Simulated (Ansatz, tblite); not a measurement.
# (OH)2Al-O-SiH3 (AlH5O3Si): a ladder of methods and basis sets

One table from this session's results is given with a row withheld; the runs are named, their logs left out.

Program: Ansatz 0.2.0, Gaussian basis. Level of theory: as each input shows. These are calculated values, not measurements.

The runs, in order: GFN1-xTB, GFN2-xTB, PBE-D4/def2-TZVP, r2SCAN-D4/def2-TZVP, revPBE-D4/def2-TZVP, ωB97M-V/def2-TZVP, r2SCANh-D4/def2-TZVP, B3LYP-D4/def2-TZVP, BHLYP-D4/def2-TZVP, CAM-B3LYP-D4/def2-TZVP, LC-ωPBE/def2-TZVP, PBE-D4/def2-SVP, PBE0-D4/def2-SVP, HF/STO-3G, CCSD(T)/def2-TZVP, RPA/def2-TZVP.

## The relaxed structure

The singlet was relaxed beforehand with PBE0-D4/def2-SVP.

10 atoms, charge 0, spin multiplicity 1.

Bond lengths: Al1–O2 1.694 Å, Al1–O3 1.692 Å, Al1–O4 1.689 Å, O2–H6 0.958 Å, O3–H7 0.958 Å, O4–Si5 1.645 Å, Si5–H8 1.495 Å, Si5–H9 1.495 Å, Si5–H10 1.495 Å. Angles: O2–Al1–O3 119.5°, O2–Al1–O4 121.6°, O3–Al1–O4 119.0°, Al1–O2–H6 124.8°, Al1–O3–H7 123.2°, Al1–O4–Si5 163.8°, O4–Si5–H8 109.7°, O4–Si5–H9 110.7°, O4–Si5–H10 110.9°, H8–Si5–H9 108.4°, H8–Si5–H10 108.4°, H9–Si5–H10 108.8°.

PBE0-D4/def2-TZVP was run before; its log isn't repeated, and its numbers join the tables.

The first run:

Tight binding, by tblite at 300 K electronic temperature and without a spin-polarisation term:

```python
tblite.interface.Calculator('GFN1-xTB', numbers, positions, charge=0, uhf=0).singlepoint()
```

Tight binding, by tblite at 300 K electronic temperature and without a spin-polarisation term:

```python
tblite.interface.Calculator('GFN2-xTB', numbers, positions, charge=0, uhf=0).singlepoint()
```

start.molden holds the orbitals of an earlier run on this state, given as this run's starting guess.

Contents of in.yaml:

```yaml
crystal:
  periodic: [false, false, false]
  atoms:
    - {symbol: Al, position_ang: [0.580725, -0.587203, 0.922654]}
    - {symbol: O, position_ang: [0.123989, -2.007779, 1.723513]}
    - {symbol: O, position_ang: [2.006921, 0.202230, 1.375240]}
    - {symbol: O, position_ang: [-0.355531, 0.065509, -0.322389]}
    - {symbol: Si, position_ang: [-0.927460, 1.017114, -1.535817]}
    - {symbol: H, position_ang: [-0.665198, -2.514652, 1.529295]}
    - {symbol: H, position_ang: [2.583652, -0.114953, 2.071664]}
    - {symbol: H, position_ang: [-2.100902, 0.355623, -2.184202]}
    - {symbol: H, position_ang: [-1.368447, 2.342843, -1.003244]}
    - {symbol: H, position_ang: [0.122252, 1.241259, -2.576704]}
basis:
  gaussian: {orbitals: def2-TZVP, initial_orbitals: start.molden}
hamiltonian: {xc: pbe, dispersion: d4}
scf: {omitted_lower_state_checks: [starts]}
output: {orbitals: {seedname: orbitals}}
```

Started as:

```console
> ansatz run in.yaml --threads 2 --pin off --events-out ev --progress --plain --max-ram 32768MiB --backend cpu
```

Steps of the session up to this table: PBE-D4/def2-TZVP; r2SCAN-D4/def2-TZVP; revPBE-D4/def2-TZVP; ωB97M-V/def2-TZVP; r2SCANh-D4/def2-TZVP; B3LYP-D4/def2-TZVP; BHLYP-D4/def2-TZVP; CAM-B3LYP-D4/def2-TZVP; LC-ωPBE/def2-TZVP; PBE-D4/def2-SVP; PBE0-D4/def2-SVP; HF/STO-3G; CCSD(T)/def2-TZVP; RPA/def2-TZVP.

One table of the session follows, with a row left open; its other results are not shown here.

It belongs to the step «Binding energy». 

```
                method  binding an atom (eV)
             HF/STO-3G                 2.994
          HF/def2-TZVP                 2.822
       PBE-D4/def2-SVP                 3.861
      PBE-D4/def2-TZVP                 3.893
   revPBE-D4/def2-TZVP                 3.791
   r2SCAN-D4/def2-TZVP                 3.899
  r2SCANh-D4/def2-TZVP                 3.864
    B3LYP-D4/def2-TZVP                 3.872
      PBE0-D4/def2-SVP                 3.775
     PBE0-D4/def2-TZVP                 3.814
    BHLYP-D4/def2-TZVP                     ?
CAM-B3LYP-D4/def2-TZVP                 3.911
     LC-ωPBE/def2-TZVP                 3.861
     ωB97M-V/def2-TZVP                 3.901
         MP2/def2-TZVP                 3.870
        CCSD/def2-TZVP                 3.717
     CCSD(T)/def2-TZVP                 3.767
```

**Question.** Estimate the row for BHLYP-D4/def2-TZVP.

**Answer.** binding an atom (eV): 3.752. In the column «binding an atom (eV)» it lies between CCSD/def2-TZVP (3.717) and CCSD(T)/def2-TZVP (3.767).

Limits of these values: Free atoms were run apart at each level; binding is atoms less cluster, divided by the number of atoms, without zero-point or spin-orbit terms.
